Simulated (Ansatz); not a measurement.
# C3H12BNSi: how energies converge with the basis set

Aim: see how fast density functionals converge with the basis set for C3H12BNSi.

Program: Ansatz 0.2.0, Gaussian basis. Level of theory: one geometry, several basis sets. These are calculated values, not measurements.

Plan: PBE0-D4/def2-SVP; ωB97M-V/def2-SVP; PBE0-D4/def2-QZVPP; ωB97M-V/def2-QZVPP; the functionals' def2-TZVPP values are taken from earlier runs.

1 further run of the same task is left out (it didn't finish). Runs told in other sessions of the task aren't counted.

### 1 The relaxed structure

All runs share one geometry, relaxed beforehand with PBE0-D4 in a triple-zeta def2 set.

SMILES `BN([SiH3])C(C)C`, 18 atoms, charge 0, spin multiplicity 1.

Atoms are counted from 1 here; the program's logs count them from 0.

Bond lengths: B1–N2 1.396 Å, B1–H7 1.198 Å, B1–H8 1.199 Å, N2–Si3 1.745 Å, N2–C4 1.479 Å, Si3–H9 1.489 Å, Si3–H10 1.480 Å, Si3–H11 1.489 Å, C4–C5 1.519 Å, C4–C6 1.519 Å, C4–H12 1.099 Å, C5–H13 1.092 Å, C5–H14 1.092 Å, C5–H15 1.092 Å, C6–H16 1.092 Å, C6–H17 1.092 Å, C6–H18 1.092 Å. Angles: N2–B1–H7 118.9°, N2–B1–H8 120.6°, H7–B1–H8 120.5°, B1–N2–Si3 122.6°, B1–N2–C4 122.6°, Si3–N2–C4 114.8°, N2–Si3–H9 109.6°, N2–Si3–H10 109.6°, N2–Si3–H11 109.6°, H9–Si3–H10 110.4°, H9–Si3–H11 107.3°, H10–Si3–H11 110.4°, N2–C4–C5 111.1°, N2–C4–C6 111.1°, N2–C4–H12 107.0°, C5–C4–C6 112.3°, C5–C4–H12 107.5°, C6–C4–H12 107.5° and more.

### 2 PBE0-D4 in def2-SVP

Contents of in.yaml:

```yaml
crystal:
  periodic: [false, false, false]
  atoms:
    - {symbol: B, position_ang: [-0.163170, -1.691440, -0.760250]}
    - {symbol: N, position_ang: [0.437109, -0.640724, -0.064379]}
    - {symbol: Si, position_ang: [2.046657, -0.752051, 0.601535]}
    - {symbol: C, position_ang: [-0.241347, 0.653108, 0.165569]}
    - {symbol: C, position_ang: [-0.529213, 1.360574, -1.147090]}
    - {symbol: C, position_ang: [-1.491204, 0.474058, 1.009406]}
    - {symbol: H, position_ang: [0.447194, -2.710900, -0.909442]}
    - {symbol: H, position_ang: [-1.271659, -1.576506, -1.201694]}
    - {symbol: H, position_ang: [2.902646, 0.318932, 0.021049]}
    - {symbol: H, position_ang: [2.615226, -2.085372, 0.302955]}
    - {symbol: H, position_ang: [1.994775, -0.527775, 2.072458]}
    - {symbol: H, position_ang: [0.454620, 1.284436, 0.735633]}
    - {symbol: H, position_ang: [0.387800, 1.497787, -1.723780]}
    - {symbol: H, position_ang: [-1.228842, 0.777106, -1.749586]}
    - {symbol: H, position_ang: [-0.971663, 2.342563, -0.964240]}
    - {symbol: H, position_ang: [-1.948255, 1.442180, 1.226952]}
    - {symbol: H, position_ang: [-1.254075, -0.015589, 1.956155]}
    - {symbol: H, position_ang: [-2.224199, -0.138989, 0.480547]}
basis:
  gaussian: {orbitals: def2-SVP}
hamiltonian: {xc: pbe0, dispersion: d4}
output: {orbitals: {seedname: orbitals}}
```

Run with:

```console
ansatz run in.yaml --threads 4 --pin off --events-out ev --progress --plain --max-ram 11315MiB
```

Further steps of the session: ωB97M-V in def2-SVP; PBE0-D4 in def2-QZVPP; ωB97M-V in def2-QZVPP.

Q: Predict the results of all the runs planned. Wanted: PBE0-D4: double and triple zeta above quadruple; ωB97M-V: double and triple zeta above quadruple.

The runs gave:

| quantity | value |
| --- | --- |
| PBE0-D4: double and triple zeta above quadruple | 9.34, 0.59 eV |
| ωB97M-V: double and triple zeta above quadruple | 9.71, 0.56 eV |

For PBE0-D4 the step from double to triple zeta gains 8.74 eV and the next only 0.59 eV. Total energies overstate the basis error of differences, where much of it tends to cancel. The LUMO of ωB97M-V is positive and keeps falling with the basis (2.14 to 1.41 eV): an unbound level that the basis holds in place.
